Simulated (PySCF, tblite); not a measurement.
# C₆H₁₃B₂FO: geometry, infrared bands and NMR shifts

Aim: predict the infrared bands and NMR shifts of C₆H₁₃B₂FO (`B[C@@]1(C)CC[C@@H](CBF)O1`).

Programs: tblite 0.8.0 and PySCF 2.14.0, with density-fitted response routines of our own. Each step states its level of theory. These are calculated values for one molecule in the gas phase, unless marked as measured. Atoms are numbered from 0 throughout.

## 1. The molecule as given

23 atoms, charge 0, multiplicity 1; geometry from: force field or distance geometry start.

Bonds of the start (Å): B0–C1 1.59, C1–C2 1.49, C1–C3 1.54, C3–C4 1.54, C4–C5 1.51, C5–C6 1.51, C6–B7 1.60, B7–F8 1.44, C5–O9 1.38, O9–C1 1.39, B0–H10 1.18, B0–H11 1.21, C2–H12 1.14, C2–H13 1.13, C2–H14 1.10, C3–H15 1.06, C3–H16 1.10, C4–H17 1.11, C4–H18 1.10, C5–H19 1.09, C6–H20 1.10, C6–H21 1.13, B7–H22 1.19.

## 2. Relaxing the molecule with GFN2-xTB

The job: settings as JSON, then the geometry in Å.

```
{"job": {"kind": "relax", "xc": "GFN2-xTB", "basis": "xTB"}, "charge": 0, "multiplicity": 1}
B     -1.936300     1.200500     0.653100
C     -1.339600    -0.220400     0.246100
C     -2.404000    -1.260000     0.294500
C     -0.795200    -0.106700    -1.184700
C      0.538200     0.549200    -0.798300
C      0.909800    -0.404200     0.310800
C      2.105400     0.114800     1.077200
B      3.302000     0.232900     0.017300
F      3.822500     1.522400    -0.374300
O     -0.247300    -0.469200     1.066700
H     -1.170900     2.077200     0.850400
H     -3.015100     1.524000     0.223500
H     -3.149500    -1.084500     1.141600
H     -3.027800    -1.125400    -0.635600
H     -2.020100    -2.293500     0.337200
H     -1.413800     0.473000    -1.826300
H     -0.539700    -1.128500    -1.498100
H      1.258100     0.515100    -1.642500
H      0.331500     1.561700    -0.427200
H      1.123100    -1.385900    -0.124100
H      1.937900     1.048700     1.626900
H      2.389900    -0.718100     1.786400
H      3.336100    -0.596100    -0.837600
```

Run with:

```sh
$ OMP_NUM_THREADS=1 python probes_run.py task.json out
```

This one command runs all jobs of the session in turn.

**Question.** This job is followed by: GFN2-xTB harmonic vibrations, gas phase; GIAO PBE0/pcSseg-1 NMR shielding, non-relativistic, gas phase. Predict these results of the whole session: strongest single infrared mode (GFN2-xTB); zero-point energy (GFN2-xTB); 13C shifts against TMS (PBE0/pcSseg-1); 1H shifts against TMS (PBE0/pcSseg-1, means over atoms taken as alike); 11B shifts against BF3·OEt2 (PBE0/pcSseg-1); 19F shifts against CFCl3 (PBE0/pcSseg-1); 17O shifts against H2O (PBE0/pcSseg-1).

As calculated:

```
                                                              quantity                                                           value
                             strongest single infrared mode (GFN2-xTB)                                           1318 cm⁻¹, 156 km/mol
                                          zero-point energy (GFN2-xTB)                                                  115.0 kcal/mol
                                13C shifts against TMS (PBE0/pcSseg-1)                          87.8, 80.4, 40.0, 35.1, 31.7, 27.4 ppm
1H shifts against TMS (PBE0/pcSseg-1, means over atoms taken as alike)  7.19, 5.55, 4.66, 2.09, 1.82, 1.53, 1.43, 1.36, 1.32, 1.01 ppm
                           11B shifts against BF3·OEt2 (PBE0/pcSseg-1)                                                  81.1, 57.0 ppm
                              19F shifts against CFCl3 (PBE0/pcSseg-1)                                                         0.8 ppm
                                17O shifts against H2O (PBE0/pcSseg-1)                                                       119.2 ppm
```

What this shows: Relaxing lowered the energy by 1.429 eV in 197 steps; the close pair that moved most is B7–F8, from 1.445 to 1.317 Å. No mode is imaginary among the 63: a minimum at this level. The strongest single mode, at 1318 cm⁻¹, has its largest shares on H19, H18 and B7 (the list is cut at 3 atoms). GFN2-xTB is a fitted tight-binding method: band positions and strengths are rough. Its intensities can rank the bands wrongly. The most deshielded carbon is C1 (fully substituted sp3 carbon bonded to B and O), at 87.8 ppm: pulled downfield by the heteroatom. At PBE0/pcSseg-1: The widest tensor belongs to F8: span 518 ppm, with a paramagnetic part of -289 ppm.
